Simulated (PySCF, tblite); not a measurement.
# C8H10N2: geometry, infrared bands and NMR shifts

What infrared bands and NMR shifts should C8H10N2 (`C=CCn1nccc1C=C`) show?

Programs: tblite 0.8.0 and PySCF 2.14.0, with density-fitted response routines of our own. Each step states its level of theory. These are calculated values for one molecule in the gas phase, unless marked as measured. Atoms count from 0, in the outputs and in this text.

## 1. Starting geometry

20 atoms, charge 0, multiplicity 1; geometry from: force field or distance geometry start.

Bonds of the start (Å): C0–C1 1.34, C1–C2 1.48, C2–N3 1.46, N3–N4 1.31, N4–C5 1.34, C5–C6 1.38, C6–C7 1.38, C7–C8 1.48, C8–C9 1.32, C7–N3 1.37, C0–H10 1.11, C0–H11 1.07, C1–H12 1.09, C2–H13 1.12, C2–H14 1.10, C5–H15 1.09, C6–H16 1.09, C8–H17 1.10, C9–H18 1.08, C9–H19 1.10.

## 2. Optimising the geometry with GFN2-xTB

The job: settings as JSON, then the geometry in Å.

```
{"job": {"kind": "relax", "xc": "GFN2-xTB", "basis": "xTB"}, "charge": 0, "multiplicity": 1}
C     -2.876500    -1.094400     0.197200
C     -2.312200    -0.074700    -0.457500
C     -1.096700    -0.226600    -1.295300
N      0.007600     0.604300    -0.817900
N      0.196700     1.842100    -1.201000
C      1.284600     2.364000    -0.608600
C      1.781100     1.359600     0.202000
C      0.972500     0.242300     0.078800
C      1.129600    -1.060300     0.759700
C      2.144700    -1.172600     1.590600
H     -3.778300    -0.817800     0.789900
H     -2.540200    -2.110600     0.165900
H     -2.735700     0.920500    -0.345300
H     -1.286500     0.020600    -2.367200
H     -0.826200    -1.294400    -1.263300
H      1.677300     3.372700    -0.735700
H      2.664900     1.469000     0.832300
H      0.421000    -1.879600     0.581000
H      2.310400    -2.096900     2.119600
H      2.856800    -0.356600     1.771900
```

Command:

```bash
$ OMP_NUM_THREADS=1 python probes_run.py task.json out
```

One launch serves the whole session: the jobs run in the order shown.

**Question.** This job is followed by: GFN2-xTB harmonic vibrations, gas phase; GIAO PBE0/pcSseg-1 NMR shielding, non-relativistic, gas phase. Predict these results of the whole session: strongest single infrared mode (GFN2-xTB); zero-point energy (GFN2-xTB); ¹³C shifts against TMS (PBE0/pcSseg-1); ¹H shifts against TMS (PBE0/pcSseg-1, means over atoms taken as alike); ¹⁵N shifts against NH3 (PBE0/pcSseg-1).

As calculated:

| quantity | value |
| --- | --- |
| strongest single infrared mode (GFN2-xTB) | 1391 cm⁻¹, 50 km/mol |
| zero-point energy (GFN2-xTB) | 100.9 kcal/mol |
| ¹³C shifts against TMS (PBE0/pcSseg-1) | 146.9, 145.5, 142.0, 131.4, 122.7, 119.5, 109.3, 58.1 ppm |
| ¹H shifts against TMS (PBE0/pcSseg-1, means over atoms taken as alike) | 7.48, 7.01, 6.80, 6.19, 6.00, 5.63, 5.48, 5.47, 5.01 ppm |
| ¹⁵N shifts against NH3 (PBE0/pcSseg-1) | 350.3, 232.1 ppm |

In words: Relaxing lowered the energy by 0.458 eV in 132 steps; the close pair that moved most is C0–H10, from 1.114 to 1.076 Å. No mode is imaginary among the 54: a minimum at this level. The strongest single mode, at 1391 cm⁻¹, is spread over several atoms, N3, C5, C7, N4 among them. Unscaled tight-binding wavenumbers are off by several per cent, some by more. Its intensities can rank the bands wrongly. At PBE0/pcSseg-1: Shielding is most anisotropic at N4 (span 435 ppm, paramagnetic term -404 ppm). NICS(1)zz of -28 ppm above the planar ring from N3 marks a diatropic (aromatic) ring current.
